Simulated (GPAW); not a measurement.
# HfB (Fm-3m) in GPAW: single point with LDA+U

Aim: the single point of HfB with LDA+U.

Program: GPAW 26.7.0. These are calculated values, not measurements. Logs are shortened: lines on timing, memory, paths and dates and some standing lists are left out, and cuts for length are marked. The log counts tension as positive stress, the text compression.

## 1. The structure

It takes space group Fm-3m (No. 225, cubic). Conventional cell: a = 4.620 Å, b = 4.620 Å, c = 4.620 Å, α = 90.00°, β = 90.00°, γ = 90.00°. Hf (site symmetry m-3m) has 6 B at 2.31 Å as nearest neighbours. B (site symmetry m-3m) is surrounded by 6 Hf at 2.31 Å.

## 2. Single point, LDA+U

Contents of run.py:

```python
from ase.dft.bandgap import bandgap
from ase.io import read, write
from ase.units import GPa
from gpaw import GPAW, PW

atoms = read('HfB.xyz')

calc = GPAW(mode=PW(550),
            xc='LDA',
            kpts={'size': (8, 8, 8), 'gamma': True},
            occupations={'name': 'fermi-dirac', 'width': 0.05},
            setups={'Hf': ':d,4.5'},
            nbands=17,
            maxiter=120,
            txt='gpaw.txt')
atoms.calc = calc
energy = atoms.get_potential_energy()
forces = atoms.get_forces()
stress = atoms.get_stress()
calc.write('gs.gpw')
write('result.traj', atoms)
print(f'Energy: {energy:.6f} eV')
print('Forces (eV/A):')
print(forces.round(4))
print('Stress (GPa):', (stress / GPa).round(3))
print('Fermi level:', round(calc.get_fermi_level(), 4), 'eV')
print(f'Gap: {bandgap(calc)[0]:.4f} eV, direct: {bandgap(calc, direct=True)[0]:.4f} eV')
```

Contents of HfB.xyz:

```xyz
2
Lattice="0.0000000000 2.3100000000 2.3100000000 2.3100000000 0.0000000000 2.3100000000 2.3100000000 2.3100000000 0.0000000000" Properties=species:S:1:pos:R:3 pbc="T T T"
Hf     2.3100000000      2.3100000000      2.3100000000
B      0.0000000000      0.0000000000      0.0000000000
```

Potentials or basis: the program's PAW data sets (release 1.2.1) made for this functional, pw.

On the command line:

```console
$ OMP_NUM_THREADS=1 python run.py
```

gpaw.txt:

```text
__  _  _
 | _ |_)|_||  |
 |__||  | ||/\| - 26.7.0

Input parameters:
  mode=PW(ecut=550.0),
  kpts=MonkhorstPack(size=(8, 8, 8), gamma=True),
  maxiter=120,
  nbands=17,
  occupations=Occupations(name='fermi-dirac', width=0.05),
  setups={'Hf': ':d,4.5'},
  xc=XC(name='LDA')

Diagonalizing LCAO Hamiltonian
Converting LCAO to pw mode

               Hf

       B

Atoms  # Å, Bohr magnetons
|   | symbol |        x |        y |        z |    initial magnetic moments |
|---|--------|----------|----------|----------|-----------------------------|
| 0 |     Hf | 2.310000 | 2.310000 | 2.310000 | ( 0.0000,  0.0000,  0.0000) |
| 1 |      B | 0.000000 | 0.000000 | 0.000000 | ( 0.0000,  0.0000,  0.0000) |

Unit cell  # Å
| periodic |        x |        y |        z |  lengths |    angles |
|----------|----------|----------|----------|----------|-----------|
|      yes | 0.000000 | 2.310000 | 2.310000 | 3.266833 | 60.000000 |
|      yes | 2.310000 | 0.000000 | 2.310000 | 3.266833 | 60.000000 |
|      yes | 2.310000 | 2.310000 | 0.000000 | 3.266833 | 60.000000 |

Number of symmetries: 48
Symmetry operations  # r_c * U_cc + t_c -> r_c
|    | kind |            matrix            |
|----|------|------------------------------|
|  0 |  σ   |  1, 0, 0,  1, 0,-1,  1,-1, 0 |
|  1 |  C2  |  1, 0, 0,  1,-1, 0,  1, 0,-1 |
|  2 |  E   |  1, 0, 0,  0, 1, 0,  0, 0, 1 |
|  3 |  σ   |  1, 0, 0,  0, 0, 1,  0, 1, 0 |
|  4 |  C4  |  1, 0,-1,  1, 0, 0,  1,-1, 0 |
|  5 |  S6  |  1, 0,-1,  1,-1, 0,  1, 0, 0 |
|  6 |  σ   |  1, 0,-1,  0, 1,-1,  0, 0,-1 |
|  7 |  C3  |  1, 0,-1,  0, 0,-1,  0, 1,-1 |
|  8 |  S6  |  1,-1, 0,  1, 0, 0,  1, 0,-1 |
|  9 |  C4  |  1,-1, 0,  1, 0,-1,  1, 0, 0 |
| 10 |  C3  |  1,-1, 0,  0,-1, 1,  0,-1, 0 |
| 11 |  σ   |  1,-1, 0,  0,-1, 0,  0,-1, 1 |
| 12 |  σ   |  0, 1, 0,  1, 0, 0,  0, 0, 1 |
| 13 |  C4  |  0, 1, 0,  0, 1,-1, -1, 1, 0 |
| 14 |  C3  |  0, 1, 0,  0, 0, 1,  1, 0, 0 |
| 15 |  S6  |  0, 1, 0, -1, 1, 0,  0, 1,-1 |
| 16 |  C2  |  0, 1,-1,  1, 0,-1,  0, 0,-1 |
| 17 |  σ   |  0, 1,-1,  0, 1, 0, -1, 1, 0 |
| 18 |  S4  |  0, 1,-1,  0, 0,-1,  1, 0,-1 |
| 19 |  C4  |  0, 1,-1, -1, 1, 0,  0, 1, 0 |
| 20 |  C3  |  0, 0, 1,  1, 0, 0,  0, 1, 0 |
| 21 |  σ   |  0, 0, 1,  0, 1, 0,  1, 0, 0 |
| 22 |  S6  |  0, 0, 1,  0,-1, 1, -1, 0, 1 |
| 23 |  C4  |  0, 0, 1, -1, 0, 1,  0,-1, 1 |
| 24 |  S4  |  0, 0,-1,  1, 0,-1,  0, 1,-1 |
| 25 |  C3  |  0, 0,-1,  0, 1,-1,  1, 0,-1 |
| 26 |  C2  |  0, 0,-1,  0,-1, 0, -1, 0, 0 |
| 27 |  S6  |  0, 0,-1, -1, 0, 0,  0,-1, 0 |
| 28 |  S4  |  0,-1, 1,  1,-1, 0,  0,-1, 0 |
| 29 |  C4  |  0,-1, 1,  0, 0, 1, -1, 0, 1 |
| 30 |  C2  |  0,-1, 1,  0,-1, 0,  1,-1, 0 |
| 31 |  σ   |  0,-1, 1, -1, 0, 1,  0, 0, 1 |
| 32 |  C3  |  0,-1, 0,  1,-1, 0,  0,-1, 1 |
| 33 |  S6  |  0,-1, 0,  0, 0,-1, -1, 0, 0 |
| 34 |  S4  |  0,-1, 0,  0,-1, 1,  1,-1, 0 |
| 35 |  C2  |  0,-1, 0, -1, 0, 0,  0, 0,-1 |
| 36 |  C2  | -1, 1, 0,  0, 1, 0,  0, 1,-1 |
| 37 |  S6  | -1, 1, 0,  0, 1,-1,  0, 1, 0 |
| 38 |  S4  | -1, 1, 0, -1, 0, 1, -1, 0, 0 |
| 39 |  C3  | -1, 1, 0, -1, 0, 0, -1, 0, 1 |
| 40 |  S6  | -1, 0, 1,  0, 0, 1,  0,-1, 1 |
| 41 |  C2  | -1, 0, 1,  0,-1, 1,  0, 0, 1 |
| 42 |  C3  | -1, 0, 1, -1, 1, 0, -1, 0, 0 |
| 43 |  S4  | -1, 0, 1, -1, 0, 0, -1, 1, 0 |
| 44 |  C2  | -1, 0, 0,  0, 0,-1,  0,-1, 0 |
[... 70 lines left out ...]
    |   5s |  2.000 |     -66.988 |    1.397 |
    |   6s |  2.000 |      -5.250 |    1.397 |
    |   5p |  6.000 |     -35.740 |    1.307 |
    |   6p |  0.000 |      -1.470 |    1.307 |
    |   5d |  2.000 |      -2.880 |    1.334 |
    |    d |        |      24.331 |    1.334 |

    Using partial waves for Hf as LCAO basis

  B:
    name:    Boron
    Z:       5.0
    valence: 3
    core:    2
    charge:  0.0  # [|e|]
    compensation charges:
      type: gauss
      rc: 0.20  # [Å]
      lmax: 2
    cutoffs:
      filter: 1.14  # [Å]
      core: 1.42  # [Å]
    projectors
    | kind |    occ | energy [eV] | rcut [Å] |
    |------|--------|-------------|----------|
    |   2s |  2.000 |      -9.383 |    0.635 |
    |   2p |  1.000 |      -3.714 |    0.635 |
    |    s |        |      17.828 |    0.635 |
    |    p |        |      23.498 |    0.635 |
    |    d |        |       0.000 |    0.635 |

    Using partial waves for B as LCAO basis

Reference energy: -410303.942772  # eV

eigensolver:
  PPCG
  Converge bands: occupied
  niter=2

density mixing:
  MSR1-Mixer
  Pratt-step length: 0.05
  Maximum mixing coefficient: 0.75
  Old densities: 10
  SVD Regularization: 0.005
  Good broyden scale: 1.0
  Trust region scale: 1.0
  Backstep threshold: 4.0
  History deletion threshold: 6.0
  Fourier metric: weight=20.0, sigma=0.015

occupation numbers:
  Fermi-Dirac:
    width: 0.0500  # eV

poisson solver:
  ecut: 4400.0  # eV

xc functional:
  name: None

convergence criteria:
- Maximum [total energy] change in last 3 cyles: 0.0005 eV / valence electron
- Maximum integral of absolute [dens]ity change: 0.0001 electrons / valence electron
- Maximum integral of absolute [eigenst]ate change: 4e-08 eV^2 / valence electron
maximum number of iterations: 120

SCF iterations
|iter     | |      energy | eigst |  dens |
|---------|-|-------------|-------|-------|
|iter:   1| |  -13.856998 | -0.27 |       |
|iter:   2| |  -13.502286 | -2.52 | -0.86 |
|iter:   3| |  -12.348117 | -1.45 | -0.91 |
|iter:   4| |  -12.408656 | -3.31 | -1.72 |
|iter:   5| |  -12.444295 | -3.10 | -2.00 |
|iter:   6| |  -12.445791 | -4.36 | -2.69 |
|iter:   7| |  -12.446136c| -5.26 | -3.19 |
|iter:   8| |  -12.446144c| -6.59 | -4.01c|
|iter:   9| |  -12.446144c| -7.50c| -4.78c|

Converged in 9 steps
Energy contributions relative to reference atoms: (reference = -410303.942772)

Energy contributions:
  Kinetic:          35.085689
  Coulomb:         -30.961686
  Zero:             -0.431486
  External:          0.000000
  Xc:              -16.133216
  Entropy:          -0.010888
  Spinorbit:         0.000000
  ----------------------------
  Free energy:     -12.451588
  Extrapolated:    -12.446144

dipole moment: (-7.116383, -7.116383, -7.116383)  # |e|*Ang

Fermi level: 10.729
Eigenvalues  # (at kpt = [0.000, 0.000, 0.000])
| band index |      eig [eV] | occ [0-2] |
|------------|---------------|-----------|
|          0 |       -49.976 |     2.000 |
|          1 |       -18.657 |     2.000 |
|          2 |       -18.657 |     2.000 |
|          3 |       -18.657 |     2.000 |
|          4 |         0.817 |     2.000 |
|          5 |        13.732 |     0.000 |
|          6 |        13.732 |     0.000 |
|          7 |        13.732 |     0.000 |
|          8 |        14.463 |     0.000 |
|          9 |        14.463 |     0.000 |
|         10 |        14.463 |     0.000 |
|         11 |        14.865 |     0.000 |
|         12 |        14.865 |     0.000 |
|        ... |               |           |
|         16 |        37.310 |     0.000 |

No gap
No difference between direct/indirect transitions

Forces  # eV/Ang
|       x |        y |        z |
|---------|----------|----------|
| 0.00000 | -0.00000 | -0.00000 |  # Hf   0
| 0.00000 |  0.00000 |  0.00000 |  # B    1

Stress tensor  # eV/Ang^3
|         x |         y |         z |
|-----------|-----------|-----------|
| -0.228897 |  0.000000 | -0.000000 |
|  0.000000 | -0.228897 |  0.000000 |
| -0.000000 |  0.000000 | -0.228897 |

# Writing to gs.gpw (mode='')
```

stdout:

```text
Energy: -12.446144 eV
Forces (eV/A):
[[ 0. -0. -0.]
 [ 0.  0.  0.]]
Stress (GPa): [-36.673 -36.673 -36.673   0.     -0.      0.   ]
Fermi level: 10.7292 eV
Gap: 0.0000 eV, direct: 0.0000 eV
```

It took 7.8 s on 1 thread of Arm Neoverse V2, shared host; peak memory 0.14 GiB.

These settings aren't checked as converged: the numbers below hold their error.

Results:

- Free energy: -12.4516 eV
- Pressure: 36.7 GPa
- Band gap on the k mesh: none (metal or under the smearing width)

Caveat: the cutoff is short for stress and forces, so pressures can be off by a GPa or more; a pressure of tens of GPa on the cell as given is suspect, and the run, the potentials or the cell itself is likely at fault; U without spin polarisation on a metal has little footing; the U is typed as a test and isn't derived for this compound.

## 3. The reference run

An earlier run on the cell as given: functional PBEsol; potentials or basis PAW data sets generated in the run's folder for this functional; cutoff 800 eV; basis pw; k mesh 10 × 10 × 10; occupations fermi-dirac, width 0.05 eV; no spin polarisation.

- Pressure: 25.6 GPa
- Band gap on the k mesh: none (metal or under the smearing width)
